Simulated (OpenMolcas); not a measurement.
# Mn³⁺ among point charges: CASSCF and CASPT2 levels and susceptibility

How does a field of 6 point charges split the states of Mn³⁺, and what χT follows?

Method: state-averaged CASSCF and CASPT2, spin-orbit coupling by RASSI with atomic mean-field integrals. Code: OpenMolcas 26.06.

### Step 1. Starting point

* Species: Mn³⁺ (manganese, Z = 25, 22 electrons)
* Basis: ANO-RCC-VDZP [5s4p2d1f], 34 functions
* Scalar Hamiltonian: DKH2, point nucleus
* Inactive shells: 1s 2s 2p 3s 3p
* Active space: 4 electrons in 5 orbitals (3d)
* Some configurations of this space: 3d4
* Orbitals: optimised for each spin and parity, averaged over all roots

The outer shells:

3d4
```
3d [↑ ][↑ ][↑ ][↑ ][  ]
```

The ion sits among 6 point charges of -2.2 e arranged as an octahedron (Oh), 1.79 Å from the ion.

The work runs as a chain of OpenMolcas steps in one folder; each step below is one input file. Labels, J, g values, rates, χT and fits are worked out afterwards by a script from the matrices that RASSI stores. The input lists half of the charges; inversion (Group=XYZ) makes the rest.

### Step 2. GATEWAY and SEWARD: basis and integrals

Input file a.inp:

```
&GATEWAY
Coord
1

Mn 0.0 0.0 0.0
Basis=ANO-RCC-VDZP
Group=XYZ
NoMove
AngMom=0.0 0.0 0.0
AMFI
XField
3 Angstrom 0
1.790000 0.000000 0.000000 -2.200000
0.000000 1.790000 0.000000 -2.200000
0.000000 0.000000 1.790000 -2.200000
&SEWARD
```

### Step 3. CASSCF: quintets of even parity, 5 roots

Input file a.inp:

```
&RASSCF
FileOrb=start.orb
Symmetry=1
Spin=5
nActEl=4 0 0
Inactive=3 6
Ras2=5 0
CIRoot=5 5 1
SDav=5
CIMx=300
Iter=120 100
PrWF=0.3
OrbListing=Nothing
MaxOrb=0
>>> COPY $Project.JobIph JOB001
```

start.orb holds the contracted functions of the basis, ordered by shell, or the orbitals of the step before.

### Step 4. CASSCF: triplets of even parity, 45 roots

Input file a.inp:

```
&RASSCF
FileOrb=start.orb
Symmetry=1
Spin=3
nActEl=4 0 0
Inactive=3 6
Ras2=5 0
CIRoot=45 45 1
SDav=45
CIMx=300
Iter=120 100
PrWF=0.3
OrbListing=Nothing
MaxOrb=0
>>> COPY $Project.JobIph JOB002
```

### Step 5. CASSCF: singlets of even parity, 50 roots

Input file a.inp:

```
&RASSCF
FileOrb=start.orb
Symmetry=1
Spin=1
nActEl=4 0 0
Inactive=3 6
Ras2=5 0
CIRoot=50 50 1
SDav=50
CIMx=300
Iter=120 100
PrWF=0.3
OrbListing=Nothing
MaxOrb=0
>>> COPY $Project.JobIph JOB003
```

### Step 6. RASSI: spin-orbit coupling between the states

Input file a.inp:

```
&RASSI
NrOfJobIphs=3 5 45 50
1 2 3 4 5
1 2 3 4 5 6 7 8 9 10 11 12 13 14 15 16 17 18 19 20 21 22 23 24 25 26 27
28 29 30 31 32 33 34 35 36 37 38 39 40 41 42 43 44 45
1 2 3 4 5 6 7 8 9 10 11 12 13 14 15 16 17 18 19 20 21 22 23 24 25 26 27
28 29 30 31 32 33 34 35 36 37 38 39 40 41 42 43 44 45 46 47 48 49 50
IphNames
JOB001
JOB002
JOB003
EJob
SpinOrbit
DIPRint=1.0
SOCoupling=1000.0
Subsets=2
Property=9
'ANGMOM' 1 'ANGMOM' 2 'ANGMOM' 3 'MLTPL  1' 1 'MLTPL  1' 2 'MLTPL  1' 3
'AMFI' 1 'AMFI' 2 'AMFI' 3
SOProperty=3
'ANGMOM' 1 'ANGMOM' 2 'ANGMOM' 3
```

### Step 7. CASPT2: IPEA 0.25, imaginary shift 0.1 (closed shells correlated: 3s 3p)

Input file a.inp:

```
>>> COPY JOB001 $Project.JobIph
&CASPT2
Multistate=5 1 2 3 4 5
NoMult
Frozen=2 3
IPEA=0.25
Imaginary=0.1
MaxIter=60
WThr=0.0 0.3 0.05
PrWF=0.5
NoMix
>>> COPY JOB002 $Project.JobIph
&CASPT2
Multistate=45 1 2 3 4 5 6 7 8 9 10 11 12 13 14 15 16 17 18 19 20 21 22
23 24 25 26 27 28 29 30 31 32 33 34 35 36 37 38 39 40 41 42 43 44 45
NoMult
Frozen=2 3
IPEA=0.25
Imaginary=0.1
MaxIter=60
WThr=0.0 0.3 0.05
PrWF=0.5
NoMix
>>> COPY JOB003 $Project.JobIph
&CASPT2
Multistate=50 1 2 3 4 5 6 7 8 9 10 11 12 13 14 15 16 17 18 19 20 21 22
23 24 25 26 27 28 29 30 31 32 33 34 35 36 37 38 39 40 41 42 43 44 45 46
47 48 49 50
NoMult
Frozen=2 3
IPEA=0.25
Imaginary=0.1
MaxIter=60
WThr=0.0 0.3 0.05
PrWF=0.5
NoMix
```

(Steps that only read results are left out.)

Before running it: what results should come out? Wanted: spin-free ground state; first state of the same spin within the active space; lowest level; next level.

The runs gave:

| quantity | value |
| --- | --- |
| method | SS-CASPT2, IPEA 0.25, imaginary shift 0.1 (closed shells correlated: 3s 3p) |
| spin-free ground state | 5E, 2-fold in its orbital part |
| first state of the same spin within the active space | 5T2 at 7480 cm⁻¹ |
| lowest level | 1-fold A1 |
| next level | 13.5 cm⁻¹ |
| χT at 300 K | 2.89 cm³ K/mol |
| effective moment at 300 K | 4.81 μB |

Cost by method:

```csv
method,time of its own steps,time with the reference
A. CASSCF,27 s,27 s
"B. SS-CASPT2, IPEA 0.25, imaginary shift 0.1, +3s 3p",6.7 s,34 s
```

Times are of one thread on a shared host.

In words: The spin-free ground state (5E) comes to 100 % from free-ion D terms and keeps the highest spin of the shell. χT at 300 K is 2.89, against 3.01 cm³ K/mol for the spin alone; near agreement at one temperature doesn't show that the orbital moment is quenched. An active space of the d shell alone favours high spin; real ions in strong fields can be low spin. CASPT2 does not keep the components of a term degenerate, and the means are used. An orbital doublet at a regular site is open to a Jahn-Teller distortion, which this geometry leaves out. The field of point charges can differ much from that of real complexes. With metal d orbitals alone active, the gaps between spin states are rough; where two lie within a few thousand cm-1, their order is open. Point charges carry no covalency, so the field is a model and not that of real ligands.
